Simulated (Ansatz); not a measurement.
# H2Se2 (SMILES [SeH][SeH]): one structure at several levels

An exercise on one series of results from a longer session: the logs are not shown, and one member is left open.

Computed with Ansatz 0.2.0, Gaussian basis. Level: single points in def2-TZVPP.

Correlated methods freeze the cores. Filled d shells of the heavier atoms are correlated.

### Where the work starts

SMILES `[SeH][SeH]`, 4 atoms, charge 0, spin multiplicity 1.

Atoms are counted from 1 here; the program's logs count them from 0.

Bond lengths: Se1–Se2 2.229 Å, Se1–H3 1.592 Å, Se2–H4 1.284 Å. Angles: Se2–Se1–H3 98.9°, Se1–Se2–H4 102.2°.

As a file:

```xyz
4
charge 0, multiplicity 1
Se    0.6087   -1.0152    0.2666
Se    0.4070    1.1638   -0.1588
H    -0.8989   -1.3271    0.6733
H    -0.0643    1.1647   -1.3532
```

Set-up of the first run:

Input file run/in.yaml:

```yaml
crystal:
  periodic: [false, false, false]
  atoms:
    - {symbol: Se, position_ang: [0.608700, -1.015200, 0.266600]}
    - {symbol: Se, position_ang: [0.407000, 1.163800, -0.158800]}
    - {symbol: H, position_ang: [-0.898900, -1.327100, 0.673300]}
    - {symbol: H, position_ang: [-0.064300, 1.164700, -1.353200]}
basis:
  gaussian: {orbitals: def2-TZVPP}
correlation: {method: ccsd_t}
output: {forces: true}
```

No record of the launch command was kept for these runs.

Among the steps run: CCSD(T)/def2-TZVPP; PBE0-D4/def2-TZVPP; wB97M-V/def2-TZVPP; r2SCAN-D4/def2-TZVPP; PBE-D4/def2-TZVPP; revPBE-D4/def2-TZVPP; B97M-V/def2-TZVPP.

One table of the session follows, with a row left open; its other results are not shown here.

| method | RMS force component (eV/Å) | angle to CCSD(T) forces (°) | dipole (D) |
| --- | --- | --- | --- |
| CCSD(T) | 2.767 | reference | 0.96 |
| PBE0-D4 | 2.834 | 2.1 | 0.97 |
| wB97M-V | 2.797 | 1.0 | 0.94 |
| r2SCAN-D4 | 2.809 | 1.9 | 0.97 |
| PBE-D4 | 2.905 | 4.3 | 0.90 |
| revPBE-D4 | 2.926 | 4.6 | 0.88 |
| B97M-V | ? | ? | ? |

Estimate the missing values for B97M-V.

As computed: RMS force component (eV/Å): 2.756; angle to CCSD(T) forces (°): 2.1; dipole (D): 0.92. In the column «RMS force component (eV/Å)» it is the lowest.
